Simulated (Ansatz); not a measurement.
# BFH4SeSi, SMILES FB([SiH3])[SeH]: a rigid scan of one bond angle

Program: Ansatz's Python interface.

`run_bend.py`:
```python
# -*- coding: utf-8 -*-
import ansatz as az
from ase import Atoms

BASIS = "def2-SVP"
XC = "b3lyp"
FORCE_TOL = 0.02


def main():
    atoms = Atoms(["F", "B", "Si", "Se", "H", "H", "H", "H"], positions=[
        [-0.4122, -0.4694, 2.0954],
        [-0.5141, -0.3342, 0.6425],
        [0.5593, 0.9692, -0.297],
        [-1.6385, -1.5467, -0.4072],
        [0.3671, 0.8519, -1.7495],
        [0.2372, 2.3366, 0.1685],
        [2.035, 0.7074, 0.0168],
        [-0.5416, -2.5719, -0.5253],
    ])

    first = (
        az.Crystal.molecule_from_ase(atoms).calculation()
        .basis(gaussian=BASIS)
        .functional(XC)
        .relax(force_tolerance=FORCE_TOL, max_steps=80)
    )
    atoms.positions = first.run(threads=1, pin="off").report["positions_ang"]

    rows = []
    for angle in [85, 95, 105, 115, 125, 140, 160]:
        bent = atoms.copy()
        bent.set_angle(1, 3, 7, angle, indices=[7])
        base = (
            az.Crystal.molecule_from_ase(bent).calculation()
            .basis(gaussian=BASIS)
            .functional(XC)
        )
        rows.append((angle, base.run(threads=1, pin="off").report["free_energy_ev"]))
    floor = min(e for _, e in rows)
    for angle, e in rows:
        print(f"angle B1-Se3-H7 = {angle:3d} deg   {1000 * (e - floor):9.1f} meV")


if __name__ == "__main__":
    main()
```

Output of `python run_bend.py`:
```text
angle B1-Se3-H7 =  85 deg        68.3 meV
angle B1-Se3-H7 =  95 deg         0.0 meV
angle B1-Se3-H7 = 105 deg        46.0 meV
angle B1-Se3-H7 = 115 deg       197.8 meV
angle B1-Se3-H7 = 125 deg       444.6 meV
angle B1-Se3-H7 = 140 deg       956.7 meV
angle B1-Se3-H7 = 160 deg      1747.8 meV
```

Caveats:
- The scan is rigid, and the energies are electronic, in a modest basis. The zero is the lowest point of the grid, which needn't be the minimum.
- b3lyp holds the VWN-RPA fit, as in Gaussian; the form of ORCA and Turbomole is b3lyp5.
- It ran for 98 s on 1 thread of Arm Neoverse V1, on a shared host, peak memory 0.29 GiB.
